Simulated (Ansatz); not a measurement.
# CaMgF4: the cost of one run

Computed with Ansatz 0.2.0 (DFT PBE, scalar-relativistic, plane waves, PAW, unless a step's input says otherwise).

**1. The system as given**

Symmetry: F-43m, No. 216, cubic system. The conventional cell has a = 7.078 Å, b = 7.078 Å, c = 7.078 Å, α = 90.00°, β = 90.00°, γ = 90.00°. Ca (site symmetry -43m) has 12 F at 2.93 Å and 4 Mg at 3.06 Å in its first shell of neighbours. Mg (site symmetry -43m) is surrounded by 12 F at 2.93 Å and 4 Ca at 3.06 Å. F (site symmetry 3m) is surrounded by 6 F at 2.50 Å and 3 Ca at 2.93 Å and 3 Mg at 2.93 Å.

Structure file:

```
CELL_PARAMETERS angstrom
0.00000 3.53896 3.53896
3.53896 0.00000 3.53896
3.53896 3.53896 0.00000
ATOMIC_POSITIONS crystal
Ca 0.25000 0.25000 0.25000
Mg 0.50000 0.50000 0.50000
F 0.87504 0.37488 0.87504
F 0.87504 0.87504 0.87504
F 0.87504 0.87504 0.37488
F 0.37488 0.87504 0.87504
```

The cell is invented: species swapped into a database cell of TbHoFe4 (F-43m, No. 216), with Mg on the Tb sites, Ca on the Ho sites and F on the Fe sites. The dimensions are guesses.

**2. Probe: one point on a coarse mesh**

Input file input.yaml:

```yaml
crystal:
  lattice:
    - [0.0, 3.53895702, 3.53895702]
    - [3.53895702, 0.0, 3.53895702]
    - [3.53895702, 3.53895702, 0.0]
  atoms:
    - { symbol: Ca, position: [0.25, 0.25, 0.25] }
    - { symbol: Mg, position: [0.5, 0.5, 0.5] }
    - { symbol: F, position: [0.87504129, 0.37487614, 0.87504129] }
    - { symbol: F, position: [0.87504129, 0.87504129, 0.87504129] }
    - { symbol: F, position: [0.87504129, 0.87504129, 0.37487614] }
    - { symbol: F, position: [0.37487614, 0.87504129, 0.87504129] }
basis:
  ecutwfc: 420
kpoints:
  mp_grid: { grid: [4, 4, 4] }
hamiltonian:
  xc: pbe
scf:
  occupations: { method: gaussian, width: 0.1 }
  lower_state_search: "off"
output:
  forces: true
  stress: true
  eigenvalues: true
```

The run is started by

```
ansatz run input.yaml --threads 1 --pin off --max-ram 2560MiB --backend cpu --events-out ev --progress --plain --runs-dir out
```

What time and memory should one allow on 1 thread of Intel Xeon 6975P-C (Granite Rapids), shared host?

About 1.4 s, with a peak of 0.38 GiB.
